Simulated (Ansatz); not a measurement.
# C3H3FO2Sn: a ladder of functionals and wavefunction methods

How much do the methods differ for C3H3FO2Sn? The plan is to run it at one geometry with functionals of several rungs and with coupled cluster. The yardstick is the atomisation energy at the CCSD(T) limit.

Program: Ansatz 0.2.0, Gaussian basis. Level of theory: functionals in def2-TZVPP, the program's frozen cores in correlated methods. These are calculated values, not measurements.

Plan: LDA (SPW92), PBE-D4, revPBE-D4, BLYP-D4, r2SCAN-D4, B97M-V, PBE0-D4, B3LYP-D4, r2SCANh-D4, r2SCAN0-D4, HSE06-D4, BHLYP-D4, CAM-B3LYP-D4, LC-ωPBE, ωB97X-V, ωB97M-V, B2PLYP, PBE-QIDH; CCSD(T)/def2-SVP; CCSD(T)/def2-TZVPP; MP2/def2-QZVPP; extrapolation to the limit; RPA on PBE.

**1. The geometry**

All runs share one geometry, relaxed beforehand with PBE0-D4 in a triple-zeta def2 set. Sn takes the def2 core potential; no spin-orbit term is included.

SMILES `[F][Sn-]1[O]C=CC=[O+]1`, 10 atoms, charge 0, spin multiplicity 1.

Atoms are counted from 1 here; the program's logs count them from 0.

Bond lengths: F1–Sn2 1.949 Å, Sn2–O3 2.162 Å, Sn2–O7 2.162 Å, O3–C4 1.263 Å, C4–C5 1.390 Å, C4–H8 1.097 Å, C5–C6 1.390 Å, C5–H9 1.081 Å, C6–O7 1.263 Å, C6–H10 1.097 Å. Angles: F1–Sn2–O3 89.5°, F1–Sn2–O7 89.5°, O3–Sn2–O7 84.3°, Sn2–O3–C4 126.1°, O3–C4–C5 127.8°, O3–C4–H8 115.2°, C5–C4–H8 117.0°, C4–C5–C6 124.5°, C4–C5–H9 117.7°, C6–C5–H9 117.7°, C5–C6–O7 127.8°, C5–C6–H10 117.0°, O7–C6–H10 115.2°, Sn2–O7–C6 126.1°.

**2. LDA**

This LDA is Slater exchange with PW92 correlation.

File in.yaml:

```yaml
crystal:
  periodic: [false, false, false]
  atoms:
    - {symbol: F, position_ang: [1.332337, -2.405987, -0.373753]}
    - {symbol: Sn, position_ang: [0.848201, -1.770613, 1.404256]}
    - {symbol: O, position_ang: [-1.076280, -1.152116, 0.637802]}
    - {symbol: C, position_ang: [-1.293040, -0.170972, -0.128211]}
    - {symbol: C, position_ang: [-0.417267, 0.853580, -0.468305]}
    - {symbol: C, position_ang: [0.867519, 0.993524, 0.043639]}
    - {symbol: O, position_ang: [1.471488, 0.221239, 0.840632]}
    - {symbol: H, position_ang: [-2.303022, -0.125506, -0.554153]}
    - {symbol: H, position_ang: [-0.776243, 1.619066, -1.142271]}
    - {symbol: H, position_ang: [1.429406, 1.886583, -0.256837]}
basis:
  gaussian: {orbitals: def2-TZVPP}
hamiltonian: {xc: lda}
output: {orbitals: {seedname: orbitals}}
```

On the command line:

```sh
$ ansatz run in.yaml --threads 4 --pin off --events-out ev --progress --plain --max-ram 11315MiB
```

Further steps of the session: PBE-D4 (GGA); revPBE-D4 (GGA); BLYP-D4 (GGA); r2SCAN-D4 (meta-GGA); B97M-V (meta-GGA); B3LYP-D4 (hybrid); r2SCANh-D4 (hybrid); r2SCAN0-D4 (hybrid); HSE06-D4 (hybrid); BHLYP-D4 (hybrid); CAM-B3LYP-D4 (range-separated); LC-ωPBE (range-separated); ωB97X-V (range-separated); ωB97M-V (range-separated); B2PLYP (double hybrid); PBE-QIDH (double hybrid); CCSD(T) in def2-SVP; CCSD(T) in def2-TZVPP; MP2 in def2-QZVPP; RPA on PBE orbitals.

**Question.** What will the summary of the whole plan be? Wanted: atomisation energy, CCSD(T)/CBS; farthest beyond LDA; mean size of error, GGA; mean size of error, meta-GGA; mean size of error, hybrid; mean size of error, range-separated; mean size of error, double hybrid; gap, smallest and largest; T1 diagnostic.

**Answer**, as computed:

```
                                quantity                                                                                                value
         atomisation energy, CCSD(T)/CBS                                                                                      1053.9 kcal/mol
functionals within 10.5 kcal/mol (1.0 %)  r2SCAN-D4, B97M-V, PBE0-D4, B3LYP-D4, r2SCANh-D4, HSE06-D4, CAM-B3LYP-D4, LC-ωPBE, ωB97X-V, ωB97M-V
                     farthest beyond LDA                                                                            BHLYP-D4 (-54.0 kcal/mol)
                 mean size of error, GGA                                                                                        24.8 kcal/mol
            mean size of error, meta-GGA                                                                                         7.8 kcal/mol
              mean size of error, hybrid                                                                                        16.0 kcal/mol
     mean size of error, range-separated                                                                                         2.3 kcal/mol
       mean size of error, double hybrid                                                                                        11.2 kcal/mol
               gap, smallest and largest                                                            3.38 eV (LDA (SPW92)), 10.09 eV (LC-ωPBE)
                           T1 diagnostic                                                                                               0.0188
 triples share of the correlation energy                                                                                                4.0 %
```

LDA overbinds by 194.7 kcal/mol (18 %). PBE-D4 misses by +46.8 kcal/mol. Double hybrids carry the basis error of their MP2 part in triple zeta, and no dispersion term here, so their miss is partly the set-up's. The rungs range-separated, meta-GGA miss on average by less than the doubt on the reference (10.5 kcal/mol), so they tie. The reference freezes the cores and leaves out spin-orbit coupling and excitations past (T), and its outer-core shells are covered unevenly, so misses under about 10.5 kcal/mol can't be ranked. All levels share the lack of spin-orbit coupling, which lowers the free heavy atoms and so the true binding. Hartree-Fock recovers 68 % of the binding; the rest is correlation. CCSD(T) in def2-SVP is off by -63.7 kcal/mol, worse than the median functional, from the basis alone. Orbital gaps span 3.4 to 10.1 eV; exact exchange widens them. Correlated methods include outer-core shells of Sn, which these sets cover unevenly.
